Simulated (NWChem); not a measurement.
# SiNH2F2 (SMILES [NH][SiH](F)F): UB3LYP/6-31G(d) (spherical functions)

Aim: the vertical electron affinity of SiNH2F2 at UB3LYP/6-31G* (spherical functions), from 2 runs. 

Program for the calculation: NWChem 7.3.0.

1 further run of the same task is left out (set aside as unsound or not needed). Runs told in other sessions of the task aren't counted.

## (1) The molecule

SiNH2F2 has 6 atoms, charge 0, and is taken as a doublet. As SMILES, `[NH][SiH](F)F`. The coordinates come from a PBE0-D4/def2-TZVP relaxation. This is one conformer, not always the lowest.

Bond lengths: N1–Si2 1.727 Å, Si2–F3 1.580 Å, Si2–F4 1.587 Å, N1–H5 1.021 Å, Si2–H6 1.473 Å. Angles: N1–Si2–F3 107.9°, N1–Si2–F4 114.0°, F3–Si2–F4 106.4°, N1–Si2–H6 109.2°, F3–Si2–H6 109.9°, F4–Si2–H6 109.3°, Si2–N1–H5 116.5°.

## (2) Energy and gradient at UB3LYP/6-31G(d) (spherical functions)

run.py

```python
from ase import Atoms
from ase.calculators.nwchem import NWChem

system = Atoms(['N', 'Si', 'F', 'F', 'H', 'H'], positions=[
    [-0.025400, 1.001700, -0.903700],
    [0.188000, -0.244900, 0.273000],
    [1.578700, -0.941400, -0.004700],
    [-0.908600, -1.390200, 0.207400],
    [-0.977800, 1.156700, -1.236500],
    [0.187200, 0.354100, 1.618300],
])

calc = NWChem(
    label='geom',
    theory='dft',
    memory='2200 mb',
    basis='6-31G*',
    basispar='spherical bse',
    dft={'xc': 'b3lyp', 'mult': '2', 'grid': 'xfine', 'convergence': 'energy 1e-08', 'iterations': '100', 'mulliken': None},
)
system.calc = calc

forces = system.get_forces()
e = system.get_potential_energy()
print(f"E = {e:.6f} eV")
print("forces (eV/A):")
for s, f in zip(system.symbols, forces):
    print(f"{s:2s} {f[0]:10.5f} {f[1]:10.5f} {f[2]:10.5f}")
```

Started as:

```sh
$ export ASE_NWCHEM_COMMAND="nwchem PREFIX.nwi > PREFIX.nwo"
$ python run.py
```

What it wrote:

```text
E = -14835.427610 eV
forces (eV/A):
N     0.09415    0.29455   -0.17499
Si   -0.03610    0.38052    0.41894
F     0.65615   -0.30869   -0.14223
F    -0.52085   -0.48697   -0.04391
H    -0.18733    0.04376   -0.10999
H    -0.00602    0.07682    0.05219
```

The calculator wrote geom.nwi:

```
title "geom"

permanent_dir geom

scratch_dir geom

start geom

geometry units angstrom nocenter noautosym noautoz
  N  -2.5399999999999999e-02 1.0017000000000000e+00 -9.0369999999999995e-01
  Si 1.8800000000000000e-01 -2.4490000000000001e-01 2.7300000000000002e-01
  F  1.5787000000000000e+00 -9.4140000000000001e-01 -4.7000000000000002e-03
  F  -9.0859999999999996e-01 -1.3902000000000001e+00 2.0740000000000000e-01
  H  -9.7780000000000000e-01 1.1567000000000001e+00 -1.2364999999999999e+00
  H  1.8720000000000001e-01 3.5410000000000003e-01 1.6183000000000001e+00
end

memory 2200 mb

basis spherical bse noprint
   * library 6-31G*
end

dft
  xc b3lyp
  mult 2
  grid xfine
  convergence energy 1e-08
  iterations 100
  mulliken
end

task dft gradient
```

geom.nwo, shortened:

```text
[...]
          Wavefunction type:  spin polarized.
          No. of atoms     :     6
          No. of electrons :    41
[...]
          Charge           :     0
          Spin multiplicity:     2
[...]
          AO basis - number of functions:    64
[...]
              XC Information
              --------------
                         B3LYP Method XC Potential
                     Hartree-Fock (Exact) Exchange  0.200
                        Slater Exchange Functional  0.800 local
                    Becke 1988 Exchange Functional  0.720 non-local
              Lee-Yang-Parr Correlation Functional  0.810
                  VWN I RPA Correlation Functional  0.190 local
[...]
 d= 0,ls=0.0,diis     1   -545.1074194223 -7.21D+02  9.11D-03  1.86D-01     2.2
[...]
 d= 0,ls=0.0,diis    13   -545.1919132833 -6.99D-09  3.48D-07  6.74D-10    32.8
[...]
         Total DFT energy =     -545.191913283314
      One electron energy =    -1105.374956842729
           Coulomb energy =      434.109142797607
    Exchange-Corr. energy =      -49.672065111202
 Nuclear repulsion energy =      175.745965873010
[...]
      Total Density - Mulliken Population Analysis
     ---------------------------------------------
    Atom       Charge   Shell Charges
 -----------   ------   -------------------------------------------------------
    1 N    7     7.54   2.00  0.84  2.31  0.93  1.44  0.02
    2 Si  14    12.93   2.00  2.00  5.96  0.83  1.47  0.06  0.21  0.40
    3 F    9     9.38   2.00  0.93  3.32  1.02  2.09  0.01
    4 F    9     9.38   2.00  0.93  3.32  1.02  2.10  0.01
    5 H    1     0.67   0.50  0.16
    6 H    1     1.09   0.51  0.58
[...]
      <S2> =      0.7527 (Exact =     0.7500)
[...]
  wavefunction    = open shell
                         DFT ENERGY GRADIENTS
    atom               coordinates                        gradient
                 x          y          z           x          y          z
   1 N      -0.047999   1.892939  -1.707745   -0.001831  -0.005728   0.003403
   2 Si      0.355268  -0.462794   0.515895    0.000702  -0.007400  -0.008147
   3 F       2.983310  -1.778988  -0.008882   -0.012760   0.006003   0.002766
   4 F      -1.717005  -2.627097   0.391929    0.010129   0.009470   0.000854
   5 H      -1.847774   2.185846  -2.336646    0.003643  -0.000851   0.002139
   6 H       0.353757   0.669152   3.058144    0.000117  -0.001494  -0.001015
[...]
```

Wall time 39 s (1 thread of Intel Xeon 6975P-C (Granite Rapids), shared host); peak memory 0.13 GiB.

## (3) The singlet anion: the energy at B3LYP/6-31G(d) (spherical functions)

f2h2nsi.nw

```
start f2h2nsi
memory 2200 mb
charge -1

geometry noautosym nocenter noautoz
N     -0.025400     1.001700    -0.903700
Si     0.188000    -0.244900     0.273000
F      1.578700    -0.941400    -0.004700
F     -0.908600    -1.390200     0.207400
H     -0.977800     1.156700    -1.236500
H      0.187200     0.354100     1.618300
end

basis spherical bse
* library 6-31G*
end

dft
xc b3lyp
grid xfine
convergence energy 1e-08
maxiter 100
mulliken
end

task dft energy
```

Started as:

```sh
$ nwchem f2h2nsi.nw > f2h2nsi.out
```

What it wrote, shortened:

```text
[...]
          Wavefunction type:  closed shell.
          No. of atoms     :     6
          No. of electrons :    42
[...]
          Charge           :    -1
          Spin multiplicity:     1
[...]
          AO basis - number of functions:    64
[...]
              XC Information
              --------------
                         B3LYP Method XC Potential
                     Hartree-Fock (Exact) Exchange  0.200
                        Slater Exchange Functional  0.800 local
                    Becke 1988 Exchange Functional  0.720 non-local
              Lee-Yang-Parr Correlation Functional  0.810
                  VWN I RPA Correlation Functional  0.190 local
[...]
 d= 0,ls=0.0,diis     1   -545.1140391349 -7.21D+02  3.24D-02  9.82D-01     2.0
[...]
 d= 0,ls=0.0,diis    11   -545.2453021380 -4.59D-10  2.49D-07  3.17D-10    17.2
         Total DFT energy =     -545.245302138032
      One electron energy =    -1115.962097052998
           Coulomb energy =      444.940594328688
    Exchange-Corr. energy =      -49.969765286731
 Nuclear repulsion energy =      175.745965873010
[...]
      Total Density - Mulliken Population Analysis
     ---------------------------------------------
    Atom       Charge   Shell Charges
 -----------   ------   -------------------------------------------------------
    1 N    7     7.91   2.00  0.78  2.37  0.91  1.83  0.02
    2 Si  14    13.21   2.00  2.00  5.96  0.80  1.43  0.10  0.50  0.41
    3 F    9     9.43   2.00  0.92  3.33  1.02  2.14  0.01
    4 F    9     9.43   2.00  0.92  3.33  1.02  2.15  0.01
    5 H    1     0.81   0.51  0.30
    6 H    1     1.20   0.52  0.68
[...]
```

Wall time 18 s (1 thread of Intel Xeon 6975P-C (Granite Rapids), shared host); peak memory 0.13 GiB.

## (4) What came out

At UB3LYP/6-31G* (spherical functions):

```
                                                            quantity          value
                                       doublet SiNH2F2: total energy  -545.19191 Eh
                                      doublet SiNH2F2: dipole moment         1.91 D
                 doublet SiNH2F2: HOMO energy (highest over α and β)       -8.20 eV
                  doublet SiNH2F2: LUMO energy (lowest over α and β)       -4.27 eV
                                               doublet SiNH2F2: ⟨S²⟩          0.753
                           doublet SiNH2F2: largest force on an atom     0.739 eV/Å
                                         singlet anion: total energy  -545.24530 Eh
                                          singlet anion: HOMO energy        1.31 eV
                                          singlet anion: LUMO energy        7.32 eV
singlet anion: HOMO–LUMO gap (to an unbound level, set by the basis)        6.01 eV
                   vertical electron affinity (to the singlet anion)       1.453 eV
```

What this shows: At fixed nuclei the extra electron is bound by 1.45 eV (140 kJ/mol). The basis has no diffuse functions, so the error can be as large as this value. The largest force (doublet SiNH2F2) is 0.74 eV/Å: the shape isn't a stationary point for this species at this level. Mulliken charges (doublet SiNH2F2) run from -0.54 on N1 to +1.07 on Si2; they depend strongly on the basis. The HOMO (singlet anion) lies at positive energy, 1.31 eV, from the functional's self-interaction, a short basis or an electron that isn't bound; only total energies against the neutral tell.
